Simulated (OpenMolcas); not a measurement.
# Au²⁺ among point charges: CASSCF and CASPT2 levels and susceptibility

Aim: the splitting of the states of Au²⁺ in the field of 6 point charges, its lowest levels with spin-orbit coupling and its magnetic susceptibility.

The numbers are computed with OpenMolcas 26.06 (state-averaged CASSCF and CASPT2, spin-orbit coupling by RASSI with atomic mean-field integrals), except any that are marked as measured or tabulated.

## (1) The system

* Species: Au²⁺ (gold, Z = 79, 77 electrons)
* Basis: ANO-RCC-VDZP [7s6p4d2f], 59 functions
* Scalar Hamiltonian: DKH2, point nucleus
* Inactive shells: 1s 2s 2p 3s 3p 3d 4s 4p 4d 4f 5s 5p
* Active space: 9 electrons in 5 orbitals (5d)
* Some configurations of this space: 5d⁹
* Orbitals: optimised for each spin and parity, averaged over all roots

Outer shells as boxes (Hund's rule):

5d9
```
5d [↑↓][↑↓][↑↓][↑↓][↑ ]
```

The ion sits among 6 point charges of -1.7 e arranged as a trigonal prism (D3h), 1.95 Å from the ion, with a polar angle of 44.7° against the regular 49.1°.

Each step is its own input file, run in one work folder so that later steps find the files of earlier ones. Labels, J, g values, rates, χT and fits are worked out afterwards by a script from the matrices that RASSI stores.

## (2) One- and two-electron integrals

File a.inp:

```
&GATEWAY
Coord
1

Au 0.0 0.0 0.0
Basis=ANO-RCC-VDZP
Group=NoSym
NoMove
AngMom=0.0 0.0 0.0
AMFI
XField
6 Angstrom 0
1.371160 0.000000 1.386514 -1.700000
-0.685580 1.187459 1.386514 -1.700000
-0.685580 -1.187459 1.386514 -1.700000
1.371160 0.000000 -1.386514 -1.700000
-0.685580 1.187459 -1.386514 -1.700000
-0.685580 -1.187459 -1.386514 -1.700000
&SEWARD
```

Command:

```
$ OMP_NUM_THREADS=1 MOLCAS_MEM=1689 MOLCAS_PROJECT=a pymolcas a.inp > a.log
```

## (3) CASSCF: doublets, 5 roots

File a.inp:

```
&RASSCF
FileOrb=start.orb
Symmetry=1
Spin=2
nActEl=9 0 0
Inactive=34
Ras2=5
CIRoot=5 5 1
SDav=5
CIMx=300
Iter=120 100
PrWF=0.3
OrbListing=Nothing
MaxOrb=0
>>> COPY $Project.JobIph JOB001
```

start.orb holds the contracted functions of the basis, ordered by shell, or the orbitals of the step before.

## (4) State interaction with spin-orbit coupling

File a.inp:

```
&RASSI
NrOfJobIphs=1 5
1 2 3 4 5
IphNames
JOB001
EJob
SpinOrbit
DIPRint=1.0
SOCoupling=1000.0
Subsets=2
Property=9
'ANGMOM' 1 'ANGMOM' 2 'ANGMOM' 3 'MLTPL  1' 1 'MLTPL  1' 2 'MLTPL  1' 3
'AMFI' 1 'AMFI' 2 'AMFI' 3
SOProperty=3
'ANGMOM' 1 'ANGMOM' 2 'ANGMOM' 3
```

## (5) CASPT2: IPEA 0.25, imaginary shift 0.1 (closed shells correlated: 4f 5s 5p)

File a.inp:

```
>>> COPY JOB001 $Project.JobIph
&CASPT2
Multistate=5 1 2 3 4 5
NoMult
Frozen=23
IPEA=0.25
Imaginary=0.1
MaxIter=60
WThr=0.0 0.3 0.05
PrWF=0.5
NoMix
```

(Steps that only read results are left out.)

What does the calculation give? Wanted: spin-free ground state; first state of the same spin within the active space; lowest level; next level.

**Answer**, as computed:

| quantity | value |
| --- | --- |
| method | SS-CASPT2, IPEA 0.25, imaginary shift 0.1 (closed shells correlated: 4f 5s 5p) |
| spin-free ground state | 2E, 2-fold in its orbital part |
| first state of the same spin within the active space | 2A1 at 13500 cm⁻¹ |
| lowest level | 2-fold E3/2, g = 0.00, 0.00, 3.89 |
| next level | 4587.1 cm⁻¹ |
| χT at 300 K | 0.54 cm³ K/mol |
| effective moment at 300 K | 2.08 μB |

Cost by method:

| method | time of its own steps | time with the reference |
| --- | --- | --- |
| A. CASSCF | 1.7 s | 1.7 s |
| B. SS-CASPT2, IPEA 0.25, imaginary shift 0.1, +4f 5s 5p | 0.92 s | 2.6 s |

Times are of one thread on a shared host.

**Reading.** The spin-free ground state (2E) comes to 100 % from free-ion D terms and keeps the highest spin of the shell. χT at 300 K is 0.54, against 0.38 cm³ K/mol for the spin alone, so orbital moment adds to it. CASPT2 does not keep the components of a term degenerate, and the means are used. The field of point charges can differ much from that of real complexes. This is an electrostatic model: the charges have no orbitals.
